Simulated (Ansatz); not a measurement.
# HfN: the cost of one run

Program: Ansatz 0.2.0 through its Python package. Level of theory: DFT r2SCAN, plane waves, PAW. These are calculated values, not measurements.

## Step 1: Starting point

The structure is cubic, space group F-43m (No. 216). The conventional cell has a = 4.910 Å, b = 4.910 Å, c = 4.910 Å, α = 90.00°, β = 90.00°, γ = 90.00°. Hf (site symmetry -43m) has 4 N at 2.13 Å as nearest neighbours. Around N (site symmetry -43m) lie 4 Hf at 2.13 Å.

hfn.cif, read by the script:

```cif
data_HfN
_cell_length_a 3.471643
_cell_length_b 3.471643
_cell_length_c 3.471643
_cell_angle_alpha 60.00000
_cell_angle_beta 60.00000
_cell_angle_gamma 60.00000
_symmetry_space_group_name_H-M 'P 1'
_symmetry_Int_Tables_number 1
loop_
_symmetry_equiv_pos_as_xyz
'x, y, z'
loop_
_atom_site_label
_atom_site_type_symbol
_atom_site_fract_x
_atom_site_fract_y
_atom_site_fract_z
Hf1 Hf    0.000000    0.000000    0.000000
N2 N    0.750000    0.750000    0.750000
```

## Step 2: Script

File smear_hfn.py:

```python
"""Smearing width test for HfN."""

import csv
import warnings

import ansatz as az
from ase.io import read

XC = "r2scan"
KMESH = (12, 12, 12)

warnings.simplefilter("ignore", az.DeckWarning)

atoms = read("hfn.cif")
xtal = az.Crystal.from_ase(atoms)

setup = (
    xtal.calculation()
    .functional(XC)
    .kpoints(*KMESH, center="gamma")
)

rows = []
for value in [0.3, 0.2, 0.1, 0.05]:
    r = setup.occupations("cold", width=value).run(threads=1).report
    rows.append((value, r["free_energy_ev"] / len(r["lattice"]["sites"]), r["n_iterations"], r["n_kpoints"]))

with open("smear.csv", "w", newline="") as handle:
    writer = csv.writer(handle)
    writer.writerow(["width (eV)", "F/atom (eV)", "iterations", "k-points"])
    writer.writerows([round(v, 5) if isinstance(v, float) else v for v in row] for row in rows)

# differences from the last row
for row in rows[:-1]:
    shift = 1000 * (row[1] - rows[-1][1])
    print(f"{row[0]}: {shift:+.2f} meV/atom" + ("  (within 5 meV)" if abs(shift) < 5 else ""))
```

## Step 3: The input behind the calls

The package turns the script's settings into the engine's input (first run):

```yaml
crystal:
  lattice:
    - [3.471643, 0.0, 0.0]
    - [1.7358215000000004, 3.0065310308704194, 0.0]
    - [1.7358215000000004, 1.0021770102901402, 2.834584639701673]
  atoms:
    - { symbol: Hf, position: [0.0, 0.0, 0.0] }
    - { symbol: "N", position: [0.7500000000000001, 0.7499999999999998, 0.75] }
kpoints:
  mp_grid:
    grid: [12, 12, 12]
    shift: [0.0, 0.0, 0.0]
hamiltonian:
  xc: r2scan
scf:
  occupations:
    method: cold
    width: 0.3
```

## Step 4: Launch

Run with:

```sh
python smear_hfn.py
```

Q: Estimate wall time and peak memory on 1 thread of Intel Xeon Platinum 8259CL at 2.50GHz (Skylake/Cascade Lake), shared host.

About 29 s, with a peak of 0.55 GiB.
